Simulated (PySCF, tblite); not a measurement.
**C9H7 radical: geometry, infrared bands and EPR parameters**

Aim: predict the infrared bands and EPR parameters of C9H7 radical (`[C]#CC1=CC=C/C1=C/C`).

The runs use tblite 0.8.0 and PySCF 2.14.0, with density-fitted response routines of our own; the level of theory stands in each step. All values are computed, except where a source is named. Atoms are numbered from 0 throughout.

## (1) The starting structure

16 atoms, charge 0, multiplicity 2; geometry from: force field or distance geometry start.

Bonds of the start (Å): C0–C1 1.53, C1–C2 1.43, C2–C3 1.33, C3–C4 1.46, C4–C5 1.35, C5–C6 1.46, C6–C7 1.34, C7–C8 1.49, C6–C2 1.46, C3–H9 1.07, C4–H10 1.08, C5–H11 1.08, C7–H12 1.09, C8–H13 1.09, C8–H14 1.10, C8–H15 1.10.

## (2) Optimising the geometry with GFN2-xTB

What the job is given:

```
{"job": {"kind": "relax", "xc": "GFN2-xTB", "basis": "xTB"}, "charge": 0, "multiplicity": 2}
C     -1.145400     3.359300     0.281200
C     -0.287700     2.092200     0.236100
C      0.560400     0.945200     0.221000
C      1.881200     0.986300     0.404300
C      2.421700    -0.360500     0.291900
C      1.421800    -1.214400     0.004500
C      0.190900    -0.437800    -0.048200
C     -0.987000    -1.016700    -0.295500
C     -2.349500    -0.412200    -0.366000
H      2.479700     1.849800     0.626600
H      3.464700    -0.608700     0.391900
H      1.511500    -2.280900    -0.145000
H     -1.006300    -2.095200    -0.472000
H     -2.398400     0.602900     0.028000
H     -2.709100    -0.386300    -1.401200
H     -3.056200    -1.014000     0.231000
```

Command:

```bash
> OMP_NUM_THREADS=1 python probes_run.py task.json out
```

The driver reads the jobs from task.json and runs them one after another.

What it wrote:

```text
step      E/eV     max force
  0    -612.90949    9.373
  1    -614.49315    3.134
  2    -614.68997    1.534
  3    -614.78078    1.585
  4    -614.82840    1.079
  5    -614.86027    0.659
  6    -614.87926    0.334
  7    -614.88657    0.366
  8    -614.89360    0.483
  9    -614.89569    0.939
 10    -614.91928    0.596
 11    -614.93301    0.516
 12    -614.96071    0.351
 13    -614.96535    0.207
 14    -614.97101    0.282
 15    -614.97721    0.225
 16    -614.97926    0.119
 17    -614.98082    0.108
 18    -614.98277    0.160
 19    -614.98438    0.167
 20    -614.98575    0.086
 21    -614.98735    0.114
 22    -614.98972    0.201
 23    -614.99239    0.197
 24    -614.99417    0.127
 25    -614.99507    0.067
 26    -614.99567    0.049
 27    -614.99604    0.071
 28    -614.99630    0.053
 29    -614.99651    0.037
 30    -614.99672    0.034
 31    -614.99693    0.060
 32    -614.99711    0.061
 33    -614.99724    0.030
 34    -614.99733    0.022
 35    -614.99742    0.034
 36    -614.99753    0.046
 37    -614.99763    0.037
 38    -614.99769    0.018
 39    -614.99772    0.016
 40    -614.99776    0.026
 41    -614.99782    0.030
 42    -614.99789    0.023
 43    -614.99795    0.018
 44    -614.99802    0.022
 45    -614.99809    0.035
 46    -614.99819    0.035
 47    -614.99828    0.028
 48    -614.99837    0.029
 49    -614.99845    0.027
 50    -614.99853    0.032
 51    -614.99861    0.024
 52    -614.99867    0.016
 53    -614.99871    0.018
 54    -614.99877    0.028
 55    -614.99884    0.031
 56    -614.99892    0.022
 57    -614.99900    0.019
 58    -614.99907    0.025
 59    -614.99915    0.027
 60    -614.99924    0.025
 61    -614.99933    0.030
 62    -614.99942    0.028
 63    -614.99951    0.028
 64    -614.99962    0.031
 65    -614.99971    0.021
 66    -614.99977    0.013
 67    -614.99979    0.010
 68    -614.99980    0.010
```

It took 1.5 s on 1 thread of Intel Xeon at 2.50GHz, shared host.

Step by step: (not every step is listed)

```csv
step,energy from step 0 (eV),largest force (eV/Å)
0,0.0000,9.3731
1,-1.5837,3.1343
2,-1.7805,1.5345
3,-1.8713,1.5847
4,-1.9189,1.0790
5,-1.9508,0.6585
6,-1.9698,0.3343
7,-1.9771,0.3663
8,-1.9841,0.4830
13,-2.0559,0.2065
18,-2.0733,0.1602
23,-2.0829,0.1972
28,-2.0868,0.0530
33,-2.0878,0.0297
38,-2.0882,0.0175
43,-2.0885,0.0178
48,-2.0889,0.0291
53,-2.0892,0.0177
58,-2.0896,0.0249
63,-2.0900,0.0284
64,-2.0901,0.0315
65,-2.0902,0.0210
66,-2.0903,0.0131
67,-2.0903,0.0099
68,-2.0903,0.0095
```

Close pairs (by a distance rule), those that changed most:

```csv
bond,before (Å),after (Å),change (Å)
C0–C1,1.531,1.229,-0.302
C2–C3,1.334,1.382,+0.048
C1–C2,1.427,1.392,-0.035
C3–C4,1.456,1.422,-0.034
C2–C6,1.457,1.474,+0.018
C4–C5,1.346,1.362,+0.016
C8–H15,1.104,1.090,-0.014
C7–C8,1.492,1.479,-0.013
```

The end geometry stands in the next job.

## (3) Infrared spectrum with GFN2-xTB

What the job is given:

```
{"job": {"kind": "ir", "xc": "GFN2-xTB", "basis": "xTB"}, "charge": 0, "multiplicity": 2}
C     -1.062825     2.934019     0.549582
C     -0.334426     2.045639     0.114014
C      0.520758     0.948667     0.159599
C      1.881759     1.004182     0.392798
C      2.426541    -0.304858     0.285245
C      1.422752    -1.188239     0.027968
C      0.167058    -0.467255    -0.048491
C     -1.030608    -1.034821    -0.276725
C     -2.336096    -0.349827    -0.392145
H      2.441347     1.897745     0.601204
H      3.470810    -0.538961     0.390019
H      1.511433    -2.248743    -0.118550
H     -1.054277    -2.113422    -0.395985
H     -2.260405     0.702876    -0.138461
H     -2.702903    -0.445089    -1.415731
H     -3.068520    -0.832969     0.254249
```

What it wrote:

```text
mode    cm-1     km/mol
  1      73.0      0.44
  2      89.6      3.84
  3     149.6      4.79
  4     175.6      0.34
  5     221.0      0.38
  6     254.7      0.10
  7     378.4      2.44
  8     395.3      1.71
  9     463.4      0.04
 10     516.5      1.21
 11     600.5      0.21
 12     647.7      3.97
 13     706.5     13.49
 14     764.6      6.79
 15     799.3      3.81
 16     808.6     14.17
 17     840.6      4.78
 18     867.8      2.43
 19     980.4     56.98
 20    1008.1      6.06
 21    1048.8     18.18
 22    1087.7      1.03
 23    1130.9     20.51
 24    1142.7     22.26
 25    1214.1     55.21
 26    1241.8     13.61
 27    1319.3    115.27
 28    1335.0     14.16
 29    1381.8     94.36
 30    1390.1     90.84
 31    1447.5      9.35
 32    1454.0     26.12
 33    1518.2      8.38
 34    1665.1    158.08
 35    1892.6    817.10
 36    2984.1     10.58
 37    3011.1     10.83
 38    3023.3     27.73
 39    3073.6      6.84
 40    3129.2     14.21
 41    3142.4     36.37
 42    3147.7     25.97
```

Run time: 2 s. Hardware: 1 thread of Intel Xeon at 2.50GHz, shared host.

Which atoms move in the most intense modes:

```csv
cm⁻¹,km/mol,atoms
980,57.0,"H13 14 %, C8 13 %, H15 13 %, H12 13 %"
1214,55.2,"C3 22 %, H9 19 %, C5 14 %, H10 12 %"
1319,115.3,"C4 23 %, C3 19 %, C6 15 %, C5 11 %"
1382,94.4,"C2 35 %, C5 15 %"
1390,90.8,"H14 22 %, H15 20 %, C8 15 %, H13 15 %"
1665,158.1,"C6 49 %, C7 44 %"
1893,817.1,"C1 56 %, C0 40 %"
3142,36.4,"H11 47 %, H9 41 %"
```

## (4) EPR parameters: B3LYP/pcH-1

Settings changed since step 3:

```diff
@@ -1,2 +1,2 @@
-{"job": {"kind": "ir", "xc": "GFN2-xTB", "basis": "xTB"}, "charge": 0, "multiplicity": 2}
+{"job": {"kind": "epr", "basis": "pcH-1"}, "charge": 0, "multiplicity": 2}
 C     -1.062825     2.934019     0.549582
```

Level: UKS B3LYP, pcH-1 on C H, non-relativistic, mean-field spin-orbit, GIAO.

What it wrote:

```text
UKS, coarse grid
  cycle   1  E = -346.88679427  |g| = 3.70e-01
  cycle   2  E = -345.38978029  |g| = 1.19e+00
  cycle   3  E = -346.91286630  |g| = 3.27e-01
  cycle   4  E = -346.97701601  |g| = 7.77e-02
  cycle   5  E = -346.98084875  |g| = 7.98e-02
  cycle   6  E = -346.98424747  |g| = 1.96e-02
  cycle   7  E = -346.98463886  |g| = 1.56e-02
  cycle   8  E = -346.98489847  |g| = 9.38e-03
  cycle   9  E = -346.98512970  |g| = 5.64e-03
  cycle  10  E = -346.98519944  |g| = 3.39e-03
  cycle  11  E = -346.98521948  |g| = 2.49e-03
  cycle  12  E = -346.98523441  |g| = 1.65e-03
  cycle  13  E = -346.98524253  |g| = 8.87e-04
UKS, final grid
  cycle   1  E = -346.98523097  |g| = 1.49e-03
  cycle   2  E = -346.98522739  |g| = 2.93e-03
  cycle   3  E = -346.98523245  |g| = 4.17e-04
  cycle   4  E = -346.98523256  |g| = 1.40e-04
  cycle   5  E = -346.98523266  |g| = 1.76e-04
  cycle   6  E = -346.98523272  |g| = 5.43e-05
  cycle   7  E = -346.98523272  |g| = 4.23e-05
  cycle   8  E = -346.98523273  |g| = 2.90e-05
E = -346.98523273 Eh   <S^2> = 0.7872 (exact 0.7500)
g shifts (ppm)      1          2          3
  rmc          -145       -145       -145
  gc             -1         14         33
  oz_so        -103       1209       2737
  total        -249       1078       2626
hyperfine (MHz)  atom isotope    a_iso     a_fc   dipolar eigenvalues
    0   13C      67.38      67.38    -47.73    -31.32     79.04
    1   13C      14.09      14.09    -25.18    -16.96     42.14
    2   13C      -9.89      -9.89     -3.46     -1.38      4.83
    3   13C      22.53      22.53    -24.43    -24.15     48.57
    4   13C     -19.87     -19.87     -8.99      4.14      4.86
    5   13C      24.54      24.54    -25.69    -24.59     50.28
    6   13C      -8.48      -8.48     -0.70      0.15      0.55
    7   13C      -0.56      -0.56     -1.31      0.51      0.80
    8   13C      -0.62      -0.62     -0.37     -0.12      0.49
    9    1H     -20.21     -20.21    -10.54     -1.90     12.45
   10    1H       3.16       3.16     -2.52      0.43      2.09
   11    1H     -21.19     -21.19    -12.58     -0.87     13.45
   12    1H      -0.02      -0.02     -1.40     -0.59      1.99
   13    1H       0.31       0.31     -2.49     -1.44      3.93
   14    1H      -0.93      -0.93     -0.92     -0.37      1.30
   15    1H      -0.75      -0.75     -0.79     -0.35      1.14
```

Wall time 4 min (1 thread of Intel Xeon at 2.50GHz, shared host); peak memory 1.1 GiB.

Principal g values 2.00207, 2.00340, 2.00495; g(iso) = 2.00347, against 2.00232 for a free electron.

Hyperfine couplings; where a row names several nuclei, a(iso) is their mean (it holds for fast rotation or exchange) and the dipolar term the largest among them:

```csv
nuclei,isotope,a(iso) (MHz),"a(iso) (G, at g = 2.0023)",largest dipolar term (MHz)
C0,13C,67.4,24.0,79.0
C5,13C,24.5,8.8,50.3
C3,13C,22.5,8.0,48.6
H11,1H,-21.2,-7.6,13.5
H9,1H,-20.2,-7.2,12.4
C4,13C,-19.9,-7.1,-9.0
C1,13C,14.1,5.0,42.1
C2,13C,-9.9,-3.5,4.8
C6,13C,-8.5,-3.0,-0.7
H10,1H,3.2,1.1,-2.5
C8,13C,-0.6,-0.2,0.5
C7,13C,-0.6,-0.2,-1.3
"H13, H14, H15",1H,-0.5,-0.2,3.9
H12,1H,0.0,0.0,2.0
```

Mulliken spin populations:

C0 0.34; C1 0.21; C2 -0.02; C3 0.30; C4 -0.10; C5 0.32; C6 -0.02; C7 -0.01; C8 0.00; H9 -0.01; H10 0.00; H11 -0.01; H12 0.00; H13 0.00; H14 0.00; H15 0.00

In first order the couplings over 0.8 MHz of 1H give 8 distinct lines over 15.9 G, if the averaged nuclei exchange fast.

Orbitals, density, ELF and potential are computed afterwards from the orbital file.

ELF in a plane through or near 14 of the atoms.

Values, 10 rows by 14 columns:
```
0.00 0.00 0.00 0.00 0.00 0.00 0.00 0.00 0.00 0.00 0.00 0.00 0.00 0.00
0.00 0.00 0.00 0.00 0.00 0.00 0.00 0.00 0.00 0.00 0.00 0.00 0.00 0.00
0.00 0.00 0.00 0.00 0.13 0.96 0.67 0.00 0.45 0.18 0.00 0.00 0.00 0.00
0.00 0.00 0.16 0.21 0.13 0.98 0.73 0.08 1.00 0.84 0.01 0.01 0.00 0.00
0.00 0.02 0.99 1.00 0.21 0.57 0.93 0.66 0.50 0.83 0.58 0.17 0.01 0.00
0.00 0.00 0.06 0.15 0.91 0.45 0.80 0.66 0.07 0.82 0.56 0.09 0.00 0.00
0.00 0.00 0.01 0.88 0.98 0.63 0.60 0.74 0.40 0.58 0.83 0.01 0.00 0.00
0.00 0.00 0.00 0.79 0.83 0.02 0.71 0.87 0.72 0.55 0.02 0.00 0.00 0.00
0.00 0.00 0.00 0.00 0.00 0.03 0.39 0.82 0.96 0.89 0.10 0.00 0.00 0.00
0.00 0.00 0.00 0.00 0.00 0.00 0.01 0.21 0.41 0.07 0.00 0.00 0.00 0.00
```
The map spans 12.1 Å across and 11.3 Å up, centred on the molecule. Atoms in the plane (x, y in Å): C0 (0.7, -3.1), C1 (0.2, -2.1), C2 (-0.6, -0.9), C3 (-2.0, -0.9), C4 (-2.4, 0.5), C5 (-1.3, 1.3), C6 (-0.1, 0.5), C7 (1.1, 1.0), C8 (2.4, 0.2), H9 (-2.6, -1.7), H10 (-3.4, 0.8), H11 (-1.3, 2.4), H12 (1.3, 2.0), H13 (2.2, -0.9).

On the surface of density 0.002 e/bohr³ the electrostatic potential runs, from the 1st to the 99th percentile, from -2.32 V near C0 to 1.51 V near H11.

The spin density lies nearest to C0 33 %; C1, C3, C5 about 17 % each.

## (5) What came out

```
                                 quantity                  value
strongest single infrared mode (GFN2-xTB)  1893 cm⁻¹, 817 km/mol
             zero-point energy (GFN2-xTB)          75.1 kcal/mol
                           g(iso) (B3LYP)                2.00347
                                     ⟨S²⟩     0.787 (exact 0.75)
       largest a(iso) (averaged by class)    13C on C0, 67.4 MHz
    surface potential, 1st and 99th percentile     -2.32 V and 1.51 V
```

What this shows: Over 68 steps the energy fell by 2.090 eV; of the close pairs, C0–C1 changed most, 1.531 to 1.229 Å. No mode is imaginary among the 42: a minimum at this level. The strongest single mode, at 1893 cm⁻¹, moves mainly C1 and C0. Unscaled tight-binding wavenumbers are off by several per cent, some by more. Its intensities can rank the bands wrongly. The largest spin populations lie on C0 (0.34 e), C5 (0.32 e), C3 (0.30 e). The isotropic g lies 1.2 ppt above the free-electron value.
